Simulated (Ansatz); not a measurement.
# RuGe+ (quartet): from Hartree-Fock to the top rungs, def2-SVP

The task here is to estimate one member of a computed series from the others.

Program: Ansatz 0.2.0, Gaussian basis. Level of theory: def2-SVP, core rule «outside noble gas», up to 18 orbitals frozen. These are calculated values, not measurements.

The runs, in order: UHF; CCSD(T) on ROHF; CCSD(T) on UHF; CISD as a restricted active space (open shells left free, so some higher excitations enter); CCSDT(Q) on ROHF; CCSDT(Q) on UHF; CASSCF and MRCISD+Q, 11 electrons in 10 orbitals; CASSCF and NEVPT2, 11 electrons in 10 orbitals.

11 further runs of the same task are left out: 5 that didn't finish, 6 set aside as unsound or not needed. Runs told in other sessions of the task aren't counted.

## The system

The geometry is a PBE0/def2-TZVP stationary point (not a proven minimum) of the parent state, kept for this charge and spin. No spin-orbit coupling is included. Elements past krypton take def2 core potentials. The filled d shell of Ge may be among the frozen orbitals whatever the setting's name suggests.

2 atoms, charge 1, spin multiplicity 4.

Atoms are counted from 1 here; the program's logs count them from 0.

Bond lengths: Ru1–Ge2 2.529 Å.

The first run:

File in.yaml:

```yaml
crystal:
  periodic: [false, false, false]
  atoms:
    - {symbol: Ru, position_ang: [0.000000, 0.000000, 0.000000]}
    - {symbol: Ge, position_ang: [0.000000, 0.000000, 2.528800]}
basis:
  gaussian: {orbitals: def2-SVP}
total_charge: 1
magnetization: {spin_polarized: true, initial_magnetization: 3}
hamiltonian: {xc: hf}
output: {orbitals: {seedname: orbitals}}
```

The run is started by

```sh
$ ansatz run in.yaml --threads 1 --pin off --events-out ev --progress --plain --max-ram 2393MiB
```

Steps of the session up to this table: UHF; CCSD(T) on ROHF; CCSD(T) on UHF; CISD as a restricted active space (open shells left free, so some higher excitations enter); CCSDT(Q) on ROHF; CCSDT(Q) on UHF; CASSCF and MRCISD+Q, 11 electrons in 10 orbitals; CASSCF and NEVPT2, 11 electrons in 10 orbitals.

One of the session's tables, all rows but one given; the rest of the session is left out.

| method | from RCCSDT(Q) (kJ/mol) |
| --- | --- |
| ROHF | +661.5 |
| RMP2 | +155.9 |
| UMP2 | +151.7 |
| CISD | +135.9 |
| RCCSD | +55.4 |
| UCCSD | +53.2 |
| RCCSD(T) | +16.0 |
| UCCSD(T) | +17.7 |
| RCCSDT | +6.2 |
| RCCSDT(Q) | 0 |
| CASSCF valence | +450.7 |
| NEVPT2 valence | +90.0 |
| MRCISD valence | ? |
| MRCISD+Q valence | +7.8 |

**Question.** Estimate the row for MRCISD valence.

The run gave: from RCCSDT(Q) (kJ/mol): +38.9. In the column «from RCCSDT(Q) (kJ/mol)» it lies between UCCSD(T) (+17.7) and UCCSD (+53.2).

Not comparable, so not listed: CCSDT(Q) on UHF (they don't share determinant, frozen orbitals or solution with the rows shown, or repeat one).

Limits of these values: The determinant of HF (⟨S²⟩ 4.46) is far from a pure spin state, so its energy mixes those of several spin states; that is harmless only where they are near-degenerate. The determinant of CCSD(T) (⟨S²⟩ 4.46) is far from a pure spin state, so its energy mixes those of several spin states; high orders of coupled cluster remove much of that, low ones don't. Left out of the table: UHF (another determinant or state than the rows shown). Warnings: spin contamination; coupled cluster took another determinant than the lowest; large T1 diagnostic. Restricted and unrestricted rows rest on different reference determinants; a gap between their highest levels can come from leftover correlation error, from unlike frozen cores or from another state.
